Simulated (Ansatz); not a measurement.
# C₆H₁₄S: vertical ionisation energy

One table from this session's results is given with a row withheld; the runs are named, their logs left out.

Program: Ansatz 0.2.0, Gaussian basis. Level of theory: unrestricted cation, the program's frozen cores in correlated methods. These are calculated values, not measurements.

Plan: UKS PBE-D4/def2-TZVPP; UKS r2SCAN-D4/def2-TZVPP; UKS PBE0-D4/def2-TZVPP; UKS B3LYP-D4/def2-TZVPP; UKS wB97X-V/def2-TZVPP; UKS wB97M-V/def2-TZVPP; UKS B2PLYP/def2-TZVPP; UHF-CCSD(T)/def2-TZVPP; UHF-MP2/def2-QZVPP; extrapolation to the limit; then −ε(HOMO) from the neutral's earlier runs with LDA (SPW92), PBE-D4, revPBE-D4, BLYP-D4, r2SCAN-D4, B97M-V, PBE0-D4, B3LYP-D4, r2SCANh-D4, r2SCAN0-D4, HSE06-D4, BHLYP-D4, CAM-B3LYP-D4, LC-ωPBE, ωB97X-V, ωB97M-V.

## The geometry

All runs share one geometry, relaxed beforehand with PBE0-D4 in a triple-zeta def2 set.

SMILES `CCCCCCS`, 21 atoms, charge 0, spin multiplicity 1.

Atoms are counted from 1 here; the program's logs count them from 0.

Bond lengths: C1–C2 1.519 Å, C1–H8 1.094 Å, C1–H9 1.092 Å, C1–H10 1.094 Å, C2–C3 1.521 Å, C2–H11 1.095 Å, C2–H12 1.097 Å, C3–C4 1.522 Å, C3–H13 1.098 Å, C3–H14 1.096 Å, C4–C5 1.520 Å, C4–H15 1.094 Å, C4–H16 1.098 Å, C5–C6 1.519 Å, C5–H17 1.097 Å, C5–H18 1.096 Å, C6–S7 1.815 Å, C6–H19 1.091 Å and more. Angles: C2–C1–H8 111.0°, C2–C1–H9 111.7°, C2–C1–H10 111.1°, H8–C1–H9 107.7°, H8–C1–H10 107.4°, H9–C1–H10 107.7°, C1–C2–C3 112.7°, C1–C2–H11 109.2°, C1–C2–H12 109.7°, C3–C2–H11 110.0°, C3–C2–H12 109.0°, H11–C2–H12 106.1°, C2–C3–C4 114.7°, C2–C3–H13 109.2°, C2–C3–H14 108.6°, C4–C3–H13 109.2°, C4–C3–H14 108.8°, H13–C3–H14 105.8° and more.

As a file:

```csv
atom,x (Å),y (Å),z (Å)
C1,-2.16800,-1.02580,2.16527
C2,-1.24119,-0.12453,1.36796
C3,-0.99912,-0.63455,-0.04472
C4,-0.14163,0.27589,-0.91189
C5,1.28702,0.43693,-0.41961
C6,2.16996,1.25027,-1.35095
S7,2.46706,0.50436,-2.97816
H8,-1.75420,-2.03433,2.25464
H9,-2.33195,-0.64385,3.17553
H10,-3.14426,-1.11421,1.68018
H11,-0.28824,-0.02689,1.89850
H12,-1.66430,0.88602,1.31563
H13,-0.53580,-1.62839,0.00476
H14,-1.96833,-0.78029,-0.53554
H15,-0.11491,-0.11712,-1.93267
H16,-0.61169,1.26592,-0.97533
H17,1.73756,-0.55140,-0.26707
H18,1.29527,0.93114,0.55857
H19,3.13366,1.46925,-0.88835
H20,1.70077,2.21197,-1.57834
H21,3.17235,-0.55042,-2.53840
```

Set-up of the first run:

File in.yaml:

```yaml
crystal:
  periodic: [false, false, false]
  atoms:
    - {symbol: C, position_ang: [-2.167997, -1.025801, 2.165270]}
    - {symbol: C, position_ang: [-1.241194, -0.124532, 1.367961]}
    - {symbol: C, position_ang: [-0.999121, -0.634554, -0.044716]}
    - {symbol: C, position_ang: [-0.141628, 0.275892, -0.911894]}
    - {symbol: C, position_ang: [1.287024, 0.436926, -0.419609]}
    - {symbol: C, position_ang: [2.169959, 1.250270, -1.350949]}
    - {symbol: S, position_ang: [2.467055, 0.504365, -2.978164]}
    - {symbol: H, position_ang: [-1.754203, -2.034333, 2.254638]}
    - {symbol: H, position_ang: [-2.331954, -0.643848, 3.175533]}
    - {symbol: H, position_ang: [-3.144257, -1.114206, 1.680176]}
    - {symbol: H, position_ang: [-0.288243, -0.026888, 1.898497]}
    - {symbol: H, position_ang: [-1.664302, 0.886019, 1.315633]}
    - {symbol: H, position_ang: [-0.535805, -1.628386, 0.004758]}
    - {symbol: H, position_ang: [-1.968332, -0.780291, -0.535539]}
    - {symbol: H, position_ang: [-0.114910, -0.117116, -1.932667]}
    - {symbol: H, position_ang: [-0.611689, 1.265923, -0.975330]}
    - {symbol: H, position_ang: [1.737564, -0.551396, -0.267072]}
    - {symbol: H, position_ang: [1.295266, 0.931140, 0.558570]}
    - {symbol: H, position_ang: [3.133662, 1.469255, -0.888350]}
    - {symbol: H, position_ang: [1.700767, 2.211967, -1.578342]}
    - {symbol: H, position_ang: [3.172347, -0.550418, -2.538404]}
basis:
  gaussian: {orbitals: def2-TZVPP}
total_charge: 1
magnetization: {spin_polarized: true, initial_magnetization: 1}
hamiltonian: {xc: pbe, dispersion: d4}
```

Command:

```bash
> ansatz run in.yaml --threads 2 --pin off --events-out ev --progress --plain --max-ram 32768MiB --backend cuda --devices 0, --max-vram 18GiB
```

Among the steps run: Cation, UKS PBE-D4/def2-TZVPP; Cation, UKS r2SCAN-D4/def2-TZVPP; Cation, UKS PBE0-D4/def2-TZVPP; Cation, UKS B3LYP-D4/def2-TZVPP; Cation, UKS wB97X-V/def2-TZVPP; Cation, UKS wB97M-V/def2-TZVPP; Cation, UKS B2PLYP (frozen core)/def2-TZVPP; Cation, UHF-CCSD(T)/def2-TZVPP; Cation, UHF-MP2/def2-QZVPP.

One of the session's tables, all rows but one given; the rest of the session is left out.

It belongs to the step «Ionisation energies side by side». Orbital estimates, from the neutral's runs:

| functional | −ε(HOMO) (eV) |
| --- | --- |
| LDA (SPW92) | 5.61 |
| PBE-D4 | 5.48 |
| revPBE-D4 | 5.43 |
| BLYP-D4 | 5.33 |
| r2SCAN-D4 | 5.73 |
| B97M-V | 5.85 |
| PBE0-D4 | 6.73 |
| B3LYP-D4 | 6.49 |
| r2SCANh-D4 | 6.19 |
| r2SCAN0-D4 | 6.89 |
| HSE06-D4 | 6.32 |
| BHLYP-D4 | 7.84 |
| CAM-B3LYP-D4 | 8.08 |
| LC-ωPBE | 9.50 |
| ωB97X-V | ? |
| ωB97M-V | 8.97 |

**Question.** Estimate the row for ωB97X-V.

As computed: −ε(HOMO) (eV): 9.13. In the column «−ε(HOMO) (eV)» it lies between ωB97M-V (8.97) and LC-ωPBE (9.50).
